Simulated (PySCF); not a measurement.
# One shape, several levels: triplet AlCl2F

Aim: a comparison of 6 runs (UHF/STO-3G, UHF/3-21G, UB3LYP/6-31G*, U-wB97M-V/def2-SVPD, U-wB97X/def2-SVPD, UCAM-B3LYP/def2-SVPD) of triplet AlCl2F. The job is set up through a Python script.

The calculation is run with PySCF 2.14.0.

4 further runs of the same task are left out: 4 set aside as unsound or not needed.

## 1. Starting point

The species is AlCl2F (4 atoms), meant as a triplet with charge 0. SMILES of the parent species: `[F][Al]([Cl])[Cl]`. The coordinates come from a PBE0-D4/def2-TZVP relaxation. That shape belongs to the parent species and isn't relaxed for this state.

Bond lengths: F1–Al2 1.633 Å, Al2–Cl3 2.065 Å, Al2–Cl4 2.065 Å. Angles: F1–Al2–Cl3 119.2°, F1–Al2–Cl4 119.2°, Cl3–Al2–Cl4 121.5°.

## 2. A single-point energy at UHF/STO-3G (run 1)

File run.py:

```python
from pyscf import gto

mol = gto.M(
    atom=[
    ('F', (0.087420, 0.388220, 1.682350)),
    ('Al', (0.004800, 0.021530, 0.093600)),
    ('Cl', (1.223040, -1.463690, -0.663450)),
    ('Cl', (-1.315270, 1.053930, -1.112510)),
],
    basis='sto-3g',
    verbose=3,
    max_memory=1860,
    charge=0,
    spin=2,
)

mf = mol.UHF()
mf.conv_tol = 1e-10
mf.kernel()
if not mf.converged:
    mf = mf.newton().run(mf.mo_coeff, mf.mo_occ)

e_tot = mf.e_tot
print('E = %.10f Eh' % e_tot)
```

Started as:

```bash
$ OMP_NUM_THREADS=1 python run.py
```

Standard output:

```text
WARN: HOMO 0.0210435568410178 >= LUMO -0.548273552368358

WARN: HOMO -0.0385512524848782 >= LUMO -0.130052043761192

WARN: HOMO -0.0375712565705149 >= LUMO -0.102361242240662

WARN: HOMO -0.0427269221701078 >= LUMO -0.093252581316716

WARN: HOMO -0.0422165627913291 >= LUMO -0.0908014479945588

WARN: HOMO -0.0427716616268848 >= LUMO -0.0902706733347394

WARN: HOMO -0.0425882490682239 >= LUMO -0.0849796623739777

WARN: HOMO -0.0431675338529064 >= LUMO -0.0877613717262679

WARN: HOMO -0.0433512693189811 >= LUMO -0.0880876922940238

WARN: HOMO -0.0434292881904723 >= LUMO -0.0886023180321258

WARN: HOMO -0.0434374588803378 >= LUMO -0.08837764139844

WARN: HOMO -0.0434332622477152 >= LUMO -0.0884681423296784

WARN: HOMO -0.0434332898248452 >= LUMO -0.0884597929422508

WARN: HOMO -0.0434330139805422 >= LUMO -0.0884554584161988

WARN: HOMO -0.0434331460167556 >= LUMO -0.0884452705102612

WARN: HOMO -0.0434325462893298 >= LUMO -0.0884409654045636

WARN: HOMO -0.0434325427351235 >= LUMO -0.0884409411208477

WARN: HOMO -0.0434323701768354 >= LUMO -0.0884409361895333

WARN: HOMO -0.0434325851716609 >= LUMO -0.0884410375134009

WARN: HOMO -0.0434325522938185 >= LUMO -0.088440920551985

WARN: HOMO -0.043432599338459 >= LUMO -0.0884409273493786

converged SCF energy = -1246.09076602699  <S^2> = 2.0066412  2S+1 = 3.0044242
E = -1246.0907660270 Eh
```

Wall time 0.64 s (1 thread of Arm Neoverse V2, shared host); peak memory 0.12 GiB.

## 3. The energy at UHF/3-21G (run 2)

File job.py:

```python
from pyscf import gto, scf

mol = gto.M(
    atom='''
F      0.165200     0.733629     3.179181
Al     0.009071     0.040686     0.176878
Cl     2.311211    -2.765973    -1.253739
Cl    -2.485500     1.991639    -2.102339
''',
    basis='3-21g',
    spin=2,
    unit='bohr',
    charge=0,
    max_memory=1860,
    verbose=3,
)

mf = scf.UHF(mol)
mf.conv_tol = 1e-10
mf.kernel()
if not mf.converged:
    mf = mf.newton().run(mf.mo_coeff, mf.mo_occ)

e_final = mf.e_tot
print('E(%s) = %.9f' % ('HF', e_final))
```

Started as:

```bash
$ OMP_NUM_THREADS=1 python job.py
```

Standard output:

```text
WARN: HOMO -0.0294082745741693 >= LUMO -0.463352975328429

WARN: HOMO -0.19325443156951 >= LUMO -0.251560781588861

WARN: HOMO -0.193684380760449 >= LUMO -0.227076491841742

WARN: HOMO -0.193058773632765 >= LUMO -0.210175413700453

WARN: HOMO -0.195438323958988 >= LUMO -0.205516122231361

WARN: HOMO -0.194969707520566 >= LUMO -0.203536170250826

WARN: HOMO -0.194978515996103 >= LUMO -0.203292817796605

WARN: HOMO -0.194904028097104 >= LUMO -0.202577582851711

WARN: HOMO -0.194852971828925 >= LUMO -0.202542334411534

WARN: HOMO -0.194843147791 >= LUMO -0.202499052299196

WARN: HOMO -0.194838763972981 >= LUMO -0.202448889915345

WARN: HOMO -0.194838938845068 >= LUMO -0.202445990791877

WARN: HOMO -0.19483906602481 >= LUMO -0.202442983329019

WARN: HOMO -0.194838781510351 >= LUMO -0.20244693701527

WARN: HOMO -0.194839325207309 >= LUMO -0.202446043480784

WARN: HOMO -0.194839401798373 >= LUMO -0.202445798040566

WARN: HOMO -0.194839627804915 >= LUMO -0.202445113136546

WARN: HOMO -0.194839825975602 >= LUMO -0.202444572137243

WARN: HOMO -0.194839846709504 >= LUMO -0.202445562207306

WARN: HOMO -0.194839682514956 >= LUMO -0.202445932681134

WARN: HOMO -0.194839565036869 >= LUMO -0.202445749332923

WARN: HOMO -0.194839576781081 >= LUMO -0.202445766711524

converged SCF energy = -1254.0265285042  <S^2> = 2.0167747  2S+1 = 3.0111624
E(HF) = -1254.026528504
```

Run time: 0.68 s. Hardware: 1 thread of Arm Neoverse V2, shared host; peak memory 0.1 GiB.

Run 3 isn't shown in full; the table further down has it.

## 4. The energy at U-wB97M-V/def2-SVPD (run 4)

File run.py:

```python
from pyscf import gto, dft

mol = gto.Mole()
mol.atom = '''
F      0.165200     0.733629     3.179181
Al     0.009071     0.040686     0.176878
Cl     2.311211    -2.765973    -1.253739
Cl    -2.485500     1.991639    -2.102339
'''
mol.spin = 2
mol.verbose = 4
mol.max_memory = 1860
mol.unit = 'bohr'
mol.basis = 'def2-svpd'
mol.build()

mf = dft.UKS(mol, xc='wb97m-v')
mf.conv_tol = 1e-10
mf.nlcgrids.level = 1
mf.grids.level = 5
mf.kernel()
if not mf.converged:
    mf = mf.newton().run(mf.mo_coeff, mf.mo_occ)

e_tot = mf.e_tot
print('Final energy', e_tot)
```

Started as:

```bash
$ OMP_NUM_THREADS=1 python run.py
```

Standard output:

```text
PySCF version 2.14.0

[INPUT] num. atoms = 4
[INPUT] num. electrons = 56
[INPUT] charge = 0
[INPUT] spin (= nelec alpha-beta = 2S) = 2
[INPUT] symmetry False subgroup None
[INPUT] Mole.unit = bohr
[INPUT] Symbol           X                Y                Z      unit          X                Y                Z       unit  Magmom
[INPUT]  1 F      0.087420075244   0.388219748070   1.682350134590 AA    0.165200000000   0.733629000000   3.179181000000 Bohr   0.0
[INPUT]  2 Al     0.004800166480   0.021530104003   0.093599806713 AA    0.009071000000   0.040686000000   0.176878000000 Bohr   0.0
[INPUT]  3 Cl     1.223040190828  -1.463689877620  -0.663450107242 AA    2.311211000000  -2.765973000000  -1.253739000000 Bohr   0.0
[INPUT]  4 Cl    -1.315269957742   1.053929971179  -1.112509888428 AA   -2.485500000000   1.991639000000  -2.102339000000 Bohr   0.0

nuclear repulsion = 244.295361459194
number of shells = 41
number of NR pGTOs = 165
number of NR cGTOs = 101
basis = def2-svpd
ecp = {}

[... 44 lines left out ...]
[... the frontier-level lines of each cycle are left out ...]
[... 5 lines left out ...]
[... 5 lines left out ...]
[... 5 lines left out ...]
[... 5 lines left out ...]
[... 5 lines left out ...]
[... 5 lines left out ...]
[... 5 lines left out ...]
[... 5 lines left out ...]
[... 5 lines left out ...]
[... 5 lines left out ...]

cycle= 11 E= -1262.13399977864  delta_E= -2.73e-09  |g|= 1.81e-05  |ddm|= 0.000326


cycle= 12 E= -1262.13399977922  delta_E= -5.71e-10  |g|= 6.85e-06  |ddm|= 0.000189


cycle= 13 E= -1262.13399977933  delta_E= -1.11e-10  |g|= 4.92e-06  |ddm|= 4.46e-05


cycle= 14 E= -1262.13399977937  delta_E= -4.41e-11  |g|= 1.71e-06  |ddm|= 2e-05


Extra cycle  E= -1262.13399977938  delta_E= -1.46e-11  |g|= 1.36e-06  |ddm|= 1.06e-05
converged SCF energy = -1262.13399977938  <S^2> = 2.0072903  2S+1 = 3.0048563
Final energy -1262.1339997793846
```

It took 1.8 min on 1 thread of Arm Neoverse V2, shared host; peak memory 0.59 GiB.

Run 5 isn't shown in full; the table further down has it.

## 5. The energy at UCAM-B3LYP/def2-SVPD (run 6)

File calc.py:

```python
from pyscf import gto, dft

mol = gto.M(
    atom='F 0.087420 0.388220 1.682350; Al 0.004800 0.021530 0.093600; Cl 1.223040 -1.463690 -0.663450; Cl -1.315270 1.053930 -1.112510',
    max_memory=1860,
    verbose=3,
    spin=2,
    basis='def2-svpd',
    charge=0,
)

mf = dft.UKS(mol, xc='cam-b3lyp')
mf.grids.level = 5
mf.conv_tol = 1e-10
mf.kernel()
if not mf.converged:
    mf = mf.newton().run(mf.mo_coeff, mf.mo_occ)

e_final = mf.e_tot
print('E = %.10f Eh' % e_final)
```

Started as:

```bash
$ OMP_NUM_THREADS=1 python calc.py
```

Standard output:

```text
WARN: HOMO -0.0819125433674048 >= LUMO -0.41985868618204

WARN: HOMO -0.168556511868414 >= LUMO -0.293495575841852

WARN: HOMO -0.173208153037552 >= LUMO -0.305730960520484

WARN: HOMO -0.161935093677445 >= LUMO -0.301573528191404

WARN: HOMO -0.165342323551393 >= LUMO -0.290682042197889

WARN: HOMO -0.165619551321981 >= LUMO -0.28852901961777

WARN: HOMO -0.165859059303713 >= LUMO -0.288434154810954

WARN: HOMO -0.16567603655397 >= LUMO -0.288149608691873

WARN: HOMO -0.16572028443443 >= LUMO -0.288207959830036

WARN: HOMO -0.165718302226336 >= LUMO -0.288177719549982

WARN: HOMO -0.165716161348629 >= LUMO -0.28815974146437

WARN: HOMO -0.165719148319296 >= LUMO -0.288161649959631

WARN: HOMO -0.165725369222932 >= LUMO -0.288157672672198

WARN: HOMO -0.165722008731527 >= LUMO -0.288151484435419

WARN: HOMO -0.165722475832551 >= LUMO -0.288152192717159

WARN: HOMO -0.16572244180094 >= LUMO -0.288152032359711

WARN: HOMO -0.165722473629236 >= LUMO -0.288152120711355

converged SCF energy = -1262.22301127213  <S^2> = 2.0085914  2S+1 = 3.0057222
E = -1262.2230112721 Eh
```

Run time: 46 s. Hardware: 1 thread of Arm Neoverse V2, shared host; peak memory 0.53 GiB.

## 6. All runs side by side

| run | level | integration grid | nlc grid | energy (Eh) | dipole moment (D) | HOMO energy (eV) | ⟨S²⟩ | wall time |
| --- | --- | --- | --- | --- | --- | --- | --- | --- |
| 1 | UHF/STO-3G | – | – | -1246.090766 | 0.19 | -1.18 | 2.007 | 0.64 s |
| 2 | UHF/3-21G | – | – | -1254.026529 | 0.97 | -5.30 | 2.017 | 0.68 s |
| 3 | UB3LYP/6-31G* (spherical functions) | 5 | – | -1262.633263 | 1.77 | -3.15 | 2.005 | 21 s |
| 4 | U-wB97M-V/def2-SVPD | 5 | 1 | -1262.134000 | 2.31 | -5.13 | 2.007 | 1.8 min |
| 5 | U-wB97X/def2-SVPD | 5 | – | -1262.169322 | 2.30 | -5.19 | 2.010 | 50 s |
| 6 | UCAM-B3LYP/def2-SVPD | 5 | – | -1262.223011 | 2.38 | -4.51 | 2.009 | 46 s |

## 7. Results

| quantity | value |
| --- | --- |
| run 6: total energy | -1262.22301 Eh |
| run 6: dipole moment | 2.38 D |
| run 6: HOMO energy (highest over α and β) | -4.51 eV |
| run 6: ⟨S²⟩ | 2.009 |

**Reading.** The dipole moment (its size) runs from 0.19 D (UHF/STO-3G) to 2.38 D (UCAM-B3LYP/def2-SVPD). The two ends differ in method and basis. Totals of different functionals can't be ranked against each other. In run 1 the basis is minimal, so the values are rough. All runs together took 3.8 min, the longest 1.8 min.
